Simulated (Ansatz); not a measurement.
**InAg and its elements: formation energy from the elements from a Python script**

Wanted for InAg and its elements: a formation energy from the elements.

All numbers are computed with Ansatz 0.2.0, driven from Python. Level of theory: DFT PBEsol, plane waves, PAW.

## (1) The system

InAg Pm-3m: Symmetry: Pm-3m, No. 221, cubic system. The conventional cell has a = 3.465 Å, b = 3.465 Å, c = 3.465 Å, α = 90.00°, β = 90.00°, γ = 90.00°. Around In (site symmetry m-3m) lie 8 Ag at 3.00 Å. Ag (site symmetry m-3m) is surrounded by 8 In at 3.00 Å.

In I4/mmm: The structure is tetragonal, space group I4/mmm (No. 139). The conventional cell has a = 3.251 Å, b = 3.251 Å, c = 4.947 Å, α = 90.00°, β = 90.00°, γ = 90.00°. Around In (site symmetry 4/mmm) lie 12 In at 3.25 to 3.38 Å.

Ag Fm-3m: It takes space group Fm-3m (No. 225, cubic). Conventional cell: a = 4.086 Å, b = 4.086 Å, c = 4.086 Å, α = 90.00°, β = 90.00°, γ = 90.00°. Ag (site symmetry m-3m) is surrounded by 12 Ag at 2.89 Å.

inag_inag.vasp, read by the script:

```text
InAg
1.0
   3.46478866    0.00000000    0.00000000
   0.00000000    3.46478866    0.00000000
   0.00000000    0.00000000    3.46478866
In Ag
1 1
Direct
   0.50000000    0.50000000    0.50000000
   0.00000000    0.00000000    0.00000000
```

Input file inag_in_cell.cif:

```cif
data_In
_cell_length_a 3.376906
_cell_length_b 3.376906
_cell_length_c 3.376906
_cell_angle_alpha 122.45293
_cell_angle_beta 122.45293
_cell_angle_gamma 85.80144
_symmetry_space_group_name_H-M 'P 1'
_symmetry_Int_Tables_number 1
loop_
_symmetry_equiv_pos_as_xyz
'x, y, z'
loop_
_atom_site_label
_atom_site_type_symbol
_atom_site_fract_x
_atom_site_fract_y
_atom_site_fract_z
In1 In    0.000000    0.000000    0.000000
```

Input file inag_ag.cif:

```cif
data_Ag
_cell_length_a 2.888885
_cell_length_b 2.888885
_cell_length_c 2.888885
_cell_angle_alpha 60.00000
_cell_angle_beta 60.00000
_cell_angle_gamma 60.00000
_symmetry_space_group_name_H-M 'P 1'
_symmetry_Int_Tables_number 1
loop_
_symmetry_equiv_pos_as_xyz
'x, y, z'
loop_
_atom_site_label
_atom_site_type_symbol
_atom_site_fract_x
_atom_site_fract_y
_atom_site_fract_z
Ag1 Ag    0.000000    0.000000    0.000000
```

## (2) Script

The input, inag.py:

```python
"""Is InAg bound against its elements, after relaxing atoms and volume at fixed cell shape."""

from collections import Counter

import ansatz
from ase.io import read
import numpy as np


def solve(name, crystal):
    calc = crystal.calculation()
    calc = calc.functional("pbesol")
    calc = calc.basis(460)
    calc = calc.kpoints(spacing=0.15)
    calc = calc.occupations("fermi_dirac", width=0.05)
    calc = calc.stress()
    calc = calc.relax(force_tolerance=0.01, fix_cell=["shape"])
    return calc.run(threads=1)


def counts(outcome):
    return Counter(site.symbol for site in outcome.lattice.sites)

def formation_energy(outcome, mu):
    n = counts(outcome)
    return (outcome.report["energy_sigma0_ev"] - sum(k * mu[element] for element, k in n.items())) / sum(n.values())


def volume_per_atom(outcome):
    return abs(np.linalg.det(outcome.lattice.cell_ang)) / len(outcome.lattice.sites)

phases = {}
atoms = read("inag_inag.vasp", format="vasp")
inag = ansatz.Crystal.from_ase(atoms)
phases["InAg"] = inag
atoms = read("inag_in_cell.cif")
in_cell = ansatz.Crystal.from_ase(atoms)
phases["In"] = in_cell
atoms = read("inag_ag.cif")
ag = ansatz.Crystal.from_ase(atoms)
phases["Ag"] = ag

done = {}
for name, crystal in phases.items():
    done[name] = solve(name, crystal)
    print(f"{name}: {done[name].report['energy_sigma0_ev']:.4f} eV, {len(done[name].lattice.sites)} atoms")

# energy of one atom in its reference phase
references = {"In": "In", "Ag": "Ag"}
mu = {element: done[name].report["energy_sigma0_ev"] / len(done[name].lattice.sites) for element, name in references.items()}

target = done["InAg"]
heat = formation_energy(target, mu)
rows = [(name, len(o.lattice.sites), volume_per_atom(o), formation_energy(o, mu)) for name, o in done.items()]
print("     phase       atoms  V (A^3/atom)  E_form (eV/atom)")
for row in rows:
    print(f"{str(row[0]):>10}  {row[1]:10d}  {row[2]:12.3f}  {row[3]:16.4f}")
```

## (3) Running it

On the command line:

```console
$ python inag.py
```

Log:

```text
InAg: -13047.5853 eV, 2 atoms
In: -5525.4086 eV, 1 atoms
Ag: -7522.2508 eV, 1 atoms
     phase       atoms  V (A^3/atom)  E_form (eV/atom)
      InAg           2        20.079            0.0370
        In           1        25.572            0.0000
        Ag           1        16.663            0.0000
```

Wall time 63 s (1 thread of Arm Neoverse V1, shared host); peak memory 0.65 GiB.

## (4) The runs side by side

The 3 runs, in the order started:

```csv
run,system,space group at the end,energy (eV/atom),from the elements (meV/atom),final volume (Å³/atom),pressure (GPa),SCF cycles in all,CPU time (s)
1,InAg (2 atoms),Pm-3m,-6523.7927,37.0,20.08,-0.01,27,18
2,In (1 atom),I4/mmm,-5525.4086,0.0,25.57,0.00,17,31
3,Ag (1 atom),Fm-3m,-7522.2508,0.0,16.66,-0.01,24,12
```

Energies are extrapolated to zero smearing width, as in the script. Totals carry meaning only in balanced differences at one level of theory.

## (5) How the relaxation of run 2 went

Step by step:

| step | energy from step 1 (eV/cell) | largest force component (eV/Å) | pressure (GPa) | volume (Å³) |
| --- | --- | --- | --- | --- |
| 1 | 0.0000 | 0.0000 | -0.92 | 26.14 |
| 2 | -0.0017 | 0.0000 | -0.08 | 25.62 |
| 3 | -0.0018 | 0.0000 | 0.00 | 25.57 |
| 4 | -0.0017 | 0.0000 | 0.00 | 25.57 |

Step 1 is the start. Step 4 repeats the geometry before it on a plane-wave basis chosen anew for that cell, so its energy need not be comparable with the rows above.

Lengths and angles in the start's conventional setting:

|  | before | after | change |
| --- | --- | --- | --- |
| a (Å) | 3.251 | 3.227 | -0.7 % |
| b (Å) | 3.251 | 3.227 | -0.7 % |
| c (Å) | 4.947 | 4.911 | -0.7 % |
| volume (Å³/atom) | 26.14 | 25.57 | -2.2 % |
| shortest distance (Å) | 3.251 | 3.227 | -0.7 % |
| space group (0.01 Å) | I4/mmm | I4/mmm | same |

The run keeps the 16 symmetry operations of the start, so it could not have lowered the symmetry.

## (6) Path of the relaxation of run 3

Relaxation path:

| step | E - E(step 1) (eV/cell) | largest force component (eV/Å) | pressure (GPa) | volume (Å³) |
| --- | --- | --- | --- | --- |
| 1 | 0.0000 | 0.0000 | -2.57 | 17.05 |
| 2 | -0.0008 | 0.0000 | 2.53 | 16.33 |
| 3 | -0.0033 | 0.0000 | -0.13 | 16.68 |
| 4 | -0.0033 | 0.0000 | 0.00 | 16.66 |
| 5 | -0.0032 | 0.0000 | -0.01 | 16.66 |

Step 1 is the start. Step 5 repeats the geometry before it on a plane-wave basis chosen anew for that cell, so its energy need not be comparable with the rows above.

Lengths and angles in the start's conventional setting:

|  | before | after | change |
| --- | --- | --- | --- |
| a (Å) | 4.086 | 4.055 | -0.8 % |
| b (Å) | 4.086 | 4.055 | -0.8 % |
| c (Å) | 4.086 | 4.055 | -0.8 % |
| volume (Å³/atom) | 17.05 | 16.66 | -2.3 % |
| shortest distance (Å) | 2.889 | 2.867 | -0.8 % |
| space group (0.01 Å) | Fm-3m | Fm-3m | same |

Forces and stress were held to the start's 48 operations: a distortion of lower symmetry was not tested.

## (7) Results

```
                                quantity        value
                           runs compared            3
energy of InAg (run 1) from the elements  37 meV/atom
```

In words: No cell tried lies below the elements: the best, InAg, is 37 meV/atom above them. Temperature and entropy of mixing are left out. In run 2, the volume shrank by 2.2 % over 2 moves, and the space group stayed I4/mmm. In run 3, the volume shrank by 2.3 % over 3 moves, and the space group stayed Fm-3m. Notes:
- Atoms and volume are relaxed with the cell's shape held, which in cells of lower than cubic symmetry can hide stresses and shift volumes.
- The compound is the structure given, not necessarily its lowest; energies are at zero temperature, with no correction for gases. A semilocal functional's error on such energies is often 0.05 to 0.1 eV an atom, and 0.1 to 0.3 eV against gases such as O2 or F2. Whether this is the phase that is stable at ambient conditions was not tested.
